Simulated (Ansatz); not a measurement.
# C2H5Cl3OZr: a ladder of functionals and wavefunction methods

An exercise on one series of results from a longer session: the logs are not shown, and one member is left open.

The runs use Ansatz 0.2.0, Gaussian basis; functionals in def2-TZVPP, the program's frozen cores in correlated methods.

The runs, in order: LDA (SPW92), PBE-D4, revPBE-D4, BLYP-D4, r2SCAN-D4, B97M-V, PBE0-D4, B3LYP-D4, r2SCANh-D4, r2SCAN0-D4, HSE06-D4, BHLYP-D4, CAM-B3LYP-D4, LC-ωPBE, ωB97X-V, ωB97M-V, B2PLYP, PBE-QIDH; CCSD(T)/def2-SVP; MP2/def2-TZVPP; MP2/def2-QZVPP; RPA on PBE.

1 further run of the same task is left out (it didn't finish).

## The geometry

All runs share one geometry, relaxed beforehand with PBE0-D4 in a triple-zeta def2 set. Zr takes the def2 core potential; no spin-orbit term is included.

SMILES `CC[O][Zr]([Cl])([Cl])[Cl]`, 12 atoms, charge 0, spin multiplicity 1.

Atoms are counted from 1 here; the program's logs count them from 0.

Bond lengths: C1–C2 1.510 Å, C1–H8 1.092 Å, C1–H9 1.092 Å, C1–H10 1.092 Å, C2–O3 1.406 Å, C2–H11 1.095 Å, C2–H12 1.095 Å, O3–Zr4 1.865 Å, Zr4–Cl5 2.343 Å, Zr4–Cl6 2.343 Å, Zr4–Cl7 2.343 Å. Angles: C2–C1–H8 110.8°, C2–C1–H9 109.8°, C2–C1–H10 110.8°, H8–C1–H9 108.4°, H8–C1–H10 108.5°, H9–C1–H10 108.4°, C1–C2–O3 111.0°, C1–C2–H11 111.0°, C1–C2–H12 111.0°, O3–C2–H11 107.9°, O3–C2–H12 107.9°, H11–C2–H12 107.9°, C2–O3–Zr4 176.3°, O3–Zr4–Cl5 108.3°, O3–Zr4–Cl6 107.9°, O3–Zr4–Cl7 108.2°, Cl5–Zr4–Cl6 110.7°, Cl5–Zr4–Cl7 111.0° and more.

Set-up of the first run:

Contents of in.yaml:

```yaml
crystal:
  periodic: [false, false, false]
  atoms:
    - {symbol: C, position_ang: [-0.609148, -0.813399, 1.583074]}
    - {symbol: C, position_ang: [0.529517, -0.936071, 0.599584]}
    - {symbol: O, position_ang: [0.412299, 0.015840, -0.428675]}
    - {symbol: Zr, position_ang: [0.157049, 1.317414, -1.740445]}
    - {symbol: Cl, position_ang: [2.030683, 2.724715, -1.752428]}
    - {symbol: Cl, position_ang: [-1.777329, 2.520510, -1.192988]}
    - {symbol: Cl, position_ang: [-0.094972, 0.238461, -3.805388]}
    - {symbol: H, position_ang: [-1.568627, -0.975553, 1.088121]}
    - {symbol: H, position_ang: [-0.498371, -1.559206, 2.373456]}
    - {symbol: H, position_ang: [-0.619691, 0.176624, 2.043106]}
    - {symbol: H, position_ang: [0.544863, -1.928854, 0.138630]}
    - {symbol: H, position_ang: [1.493727, -0.780480, 1.093963]}
basis:
  gaussian: {orbitals: def2-TZVPP}
hamiltonian: {xc: lda}
output: {orbitals: {seedname: orbitals}}
```

Steps of the session up to this table: LDA; PBE-D4 (GGA); revPBE-D4 (GGA); BLYP-D4 (GGA); r2SCAN-D4 (meta-GGA); B97M-V (meta-GGA); PBE0-D4 (hybrid); B3LYP-D4 (hybrid); r2SCANh-D4 (hybrid); r2SCAN0-D4 (hybrid); HSE06-D4 (hybrid); BHLYP-D4 (hybrid); CAM-B3LYP-D4 (range-separated); LC-ωPBE (range-separated); ωB97X-V (range-separated); ωB97M-V (range-separated); B2PLYP (double hybrid); PBE-QIDH (double hybrid).

One of the session's tables, all rows but one given; the rest of the session is left out.

It belongs to the step «Orbital energies across the functionals». 

```
  functional  HOMO (eV)  LUMO (eV)  gap (eV)
 LDA (SPW92)      -7.73      -2.76      4.97
      PBE-D4      -7.59      -2.54      5.05
   revPBE-D4      -7.54      -2.46      5.08
     BLYP-D4      -7.47      -2.40      5.07
   r2SCAN-D4      -7.94      -2.42      5.53
      B97M-V      -8.03      -2.37      5.66
     PBE0-D4      -9.04      -1.76      7.28
    B3LYP-D4      -8.78      -1.95      6.83
  r2SCANh-D4      -8.48      -2.12      6.35
  r2SCAN0-D4      -9.28      -1.67      7.61
    HSE06-D4          ?          ?         ?
    BHLYP-D4     -10.38      -0.79      9.59
CAM-B3LYP-D4     -10.43      -0.67      9.76
     LC-ωPBE     -11.82       0.45     12.27
     ωB97X-V     -11.46       0.37     11.83
     ωB97M-V     -11.32       0.32     11.64
```

Q: Estimate the row for HSE06-D4 from the others.

**Answer.** HOMO (eV): -8.64; LUMO (eV): -2.14; gap (eV): 6.50. In the column «HOMO (eV)» it lies between B3LYP-D4 (-8.78) and r2SCANh-D4 (-8.48).
